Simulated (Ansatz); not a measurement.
**CH₉GaSi₂: a ladder of functionals and wavefunction methods**

The task here is to estimate one member of a computed series from the others.

The runs use Ansatz 0.2.0, Gaussian basis; functionals in def2-TZVPP, the program's frozen cores in correlated methods.

Levels to be run: PBE-D4, r2SCAN-D4, PBE0-D4, B3LYP-D4, ωB97X-V, ωB97M-V, B2PLYP; CCSD(T)/def2-TZVPP; MP2/def2-QZVPP; extrapolation to the limit.

### Structure used throughout

An earlier PBE0-D4 in a triple-zeta def2 set relaxation fixed the geometry.

SMILES `[SiH3][SiH2][CH2][GaH2]`, 13 atoms, charge 0, spin multiplicity 1.

Atoms are counted from 1 here; the program's logs count them from 0.

Bond lengths: Si1–Si2 2.341 Å, Si1–H5 1.489 Å, Si1–H6 1.489 Å, Si1–H7 1.489 Å, Si2–C3 1.874 Å, Si2–H8 1.493 Å, Si2–H9 1.493 Å, C3–Ga4 1.968 Å, C3–H10 1.094 Å, C3–H11 1.094 Å, Ga4–H12 1.570 Å, Ga4–H13 1.570 Å. Angles: Si2–Si1–H5 110.0°, Si2–Si1–H6 111.5°, Si2–Si1–H7 110.0°, H5–Si1–H6 108.5°, H5–Si1–H7 108.1°, H6–Si1–H7 108.5°, Si1–Si2–C3 112.6°, Si1–Si2–H8 108.9°, Si1–Si2–H9 108.8°, C3–Si2–H8 109.9°, C3–Si2–H9 110.0°, H8–Si2–H9 106.6°, Si2–C3–Ga4 110.9°, Si2–C3–H10 108.5°, Si2–C3–H11 108.5°, Ga4–C3–H10 110.0°, Ga4–C3–H11 110.1°, H10–C3–H11 108.9° and more.

The first run:

in.yaml reads:

```yaml
crystal:
  periodic: [false, false, false]
  atoms:
    - {symbol: Si, position_ang: [-1.611722, 1.670758, -1.012632]}
    - {symbol: Si, position_ang: [-0.484571, 0.282000, 0.497455]}
    - {symbol: C, position_ang: [0.889160, -0.699607, -0.315899]}
    - {symbol: Ga, position_ang: [1.814078, -1.833134, 1.000075]}
    - {symbol: H, position_ang: [-0.657526, 2.633581, -1.629419]}
    - {symbol: H, position_ang: [-2.694438, 2.441381, -0.341959]}
    - {symbol: H, position_ang: [-2.216216, 0.854964, -2.102082]}
    - {symbol: H, position_ang: [-1.469755, -0.646228, 1.126812]}
    - {symbol: H, position_ang: [0.072629, 1.122092, 1.598557]}
    - {symbol: H, position_ang: [1.595765, 0.001732, -0.768488]}
    - {symbol: H, position_ang: [0.452297, -1.319271, -1.104089]}
    - {symbol: H, position_ang: [1.283971, -3.284302, 1.281027]}
    - {symbol: H, position_ang: [3.046628, -1.258667, 1.785440]}
basis:
  gaussian: {orbitals: def2-TZVPP}
hamiltonian: {xc: pbe, dispersion: d4}
output: {forces: true, orbitals: {seedname: orbitals}}
```

On the command line:

```console
$ ansatz run in.yaml --threads 4 --pin off --events-out ev --progress --plain --max-ram 10444MiB
```

Among the steps run: PBE-D4 (GGA); r2SCAN-D4 (meta-GGA); PBE0-D4 (hybrid); B3LYP-D4 (hybrid); ωB97X-V (range-separated); ωB97M-V (range-separated); B2PLYP (double hybrid); CCSD(T) in def2-TZVPP; MP2 in def2-QZVPP.

One table of the session follows, with a row left open; its other results are not shown here.

It belongs to the step «Atomisation energies». 

```
            method  atomisation energy (eV)
            PBE-D4                   39.754
         r2SCAN-D4                        ?
           PBE0-D4                   39.755
          B3LYP-D4                   39.974
           ωB97X-V                   40.450
           ωB97M-V                   40.068
            B2PLYP                   39.488
     HF/def2-TZVPP                   30.591
    MP2/def2-TZVPP                   39.114
   CCSD/def2-TZVPP                   39.058
CCSD(T)/def2-TZVPP                   39.416
           MP2/CBS                   39.938
       CCSD(T)/CBS                   40.239
```

Estimate the missing values for r2SCAN-D4.

As computed: atomisation energy (eV): 40.179. In the column «atomisation energy (eV)» it lies between ωB97M-V (40.068) and CCSD(T)/CBS (40.239).

Caveats from the session: Free atoms (2 Si, 1 C, 1 Ga, 9 H) were run apart at each level; the atomisation energy is their sum less the molecule, without zero-point or spin-orbit terms.
